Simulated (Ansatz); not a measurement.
**YHg: how the settings move a single-point run**

Question: which choices in the input matter for YHg?

Computed with Ansatz 0.2.0 (reference: DFT, LDA, PAW with Ansatz's default frozen-core files, fully relativistic files with spin-orbit coupling; levels and slopes on a fine mesh, unless a step's input says otherwise).

1 further run of the same task is left out (it didn't finish).

**1. The structure to begin with**

Symmetry: Pm-3m, No. 221, cubic system. The conventional cell has a = 3.625 Å, b = 3.625 Å, c = 3.625 Å, α = 90.00°, β = 90.00°, γ = 90.00°. Around Y (site symmetry m-3m) lie 8 Hg at 3.14 Å. Around Hg (site symmetry m-3m) lie 8 Y at 3.14 Å.

As a file:

```xyz
2
Lattice="3.6247 0.0000 0.0000 0.0000 3.6247 0.0000 0.0000 0.0000 3.6247" Properties=species:S:1:pos:R:3 pbc="T T T"
Y     1.8124    1.8124    1.8124
Hg    0.0000    0.0000    0.0000
```

**2. Baseline**

The input, input.yaml:

```yaml
crystal:
  lattice:
    - [3.62473440065, 0.0, 0.0]
    - [0.0, 3.62473440065, 0.0]
    - [0.0, 0.0, 3.62473440065]
  atoms:
    - { symbol: "Y", position: [0.5, 0.5, 0.5] }
    - { symbol: Hg, position: [0.0, 0.0, 0.0] }
kpoints:
  mp_grid: { grid: [10, 10, 10] }
scf:
  occupations: { method: fermi_dirac, width: 0.08 }
hamiltonian:
  xc: lda
  pseudopotentials: { kind: paw_fr }
magnetization:
  noncollinear: true
  spin_orbit: true
output:
  forces: true
  stress: true
  eigenvalues: true
  eigenstates:
    nscf_kmesh: { grid: [12, 12, 12] }
    de_dk: true
    e_range: [-14, 14]
checkpoint:
  write: ck
  write_wavefunctions: false
```

Started as:

```
$ ansatz run input.yaml --threads 1 --pin off --max-ram 3072MiB --backend cpu --events-out ev --progress --plain --runs-dir out
```

**3. Changing settings: occupations.method tetrahedron_uncorrected, accuracy high, width left out**

Changes to input.yaml since step 2:

```diff
@@ -11,3 +11,3 @@
 scf:
-  occupations: { method: fermi_dirac, width: 0.08 }
+  occupations: { method: tetrahedron_uncorrected }
 hamiltonian:
@@ -29 +29,2 @@
   write_wavefunctions: false
+accuracy: high
```

What does the calculation give? Wanted: for each run, ending; energy change; pressure; gap; force.

**Answer**, as computed:

| run | ending | energy change | pressure (GPa) | gap (eV) | force (eV/Å) | cycles | time |
| --- | --- | --- | --- | --- | --- | --- | --- |
| reference | converged | 0 | -0.8 | 0.00 | 0.00 | - | 55 s |
| 1: occupations.method tetrahedron_uncorrected, accuracy high, width left out | converged | +14.2 meV/atom (σ→0) | -0.6 | 0.00 | 0.00 | 11 | 49 s |

Residual by cycle in the longest SCF loop of each run; runs are numbered as in the table. The quantity is the density residual dr2, in eV.

```csv
cycle,reference,run 1
1,9.9,9.86
2,2.96,2.93
3,0.139,0.136
4,0.041,0.0386
5,0.00357,0.00345
6,8.4e-5,1.5e-4
7,4.4e-7,3.4e-7
8,2.1e-8,1.2e-8
9,3.1e-10,5.7e-10
10,3.5e-11,2.9e-11
11,6.4e-14,1.3e-13
```

What this shows: Changing the smearing moves the energy by +14.2 meV/atom (σ→0 values).
